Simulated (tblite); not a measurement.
# C4H11F3OSi2: the cost of one run

Programs: tblite 0.8.0 and PySCF 2.14.0, with density-fitted response routines of our own. Each step states its level of theory. These are calculated values for one molecule in the gas phase, unless marked as measured. Atoms are numbered from 0 throughout.

### 1 The molecule as given

21 atoms, charge 0, multiplicity 1; geometry from: force field or distance geometry start.

Bonds of the start (Å): C0–Si1 1.84, Si1–Si2 2.20, Si1–C3 1.91, C3–O4 1.35, O4–C5 1.34, C5–C6 1.50, C6–F7 1.35, C6–F8 1.39, C6–F9 1.41, C0–H10 1.12, C0–H11 1.12, C0–H12 1.12, Si1–H13 1.47, Si2–H14 1.48, Si2–H15 1.47, Si2–H16 1.48, C3–H17 1.12, C3–H18 1.09, C5–H19 1.12, C5–H20 1.14.

### 2 Optimising the geometry with GFN2-xTB

The job: settings as JSON, then the geometry in Å.

```
{"job": {"kind": "relax", "xc": "GFN2-xTB", "basis": "xTB"}, "charge": 0, "multiplicity": 1}
C     -2.617100    -1.431700    -0.089500
Si    -1.434700    -0.233400     0.641800
Si    -1.988200     1.889500     0.460200
C      0.189700    -0.433600    -0.340000
O      1.022900     0.481000     0.194400
C      2.255900     0.657100    -0.303800
C      3.109000    -0.568100    -0.180800
F      2.559400    -1.589300    -0.876000
F      4.411400    -0.292100    -0.568800
F      3.062900    -0.928200     1.176700
H     -2.206600    -1.807900    -1.060000
H     -3.641700    -1.010300    -0.256900
H     -2.729200    -2.292700     0.620100
H     -1.141600    -0.525900     2.050300
H     -0.806400     2.688900     0.859100
H     -2.286900     2.287200    -0.927400
H     -3.081100     2.252400     1.389200
H     -0.106700    -0.188000    -1.391300
H      0.477300    -1.488100    -0.304600
H      2.223200     1.023400    -1.360300
H      2.719500     1.526800     0.267000
```

The run is started by

```sh
$ OMP_NUM_THREADS=1 python probes_run.py task.json out
```

The driver reads the jobs from task.json and runs them one after another.

Q: Estimate the wall time of this first job on 1 thread of Arm Neoverse V1, shared host.

About 1.1 s.
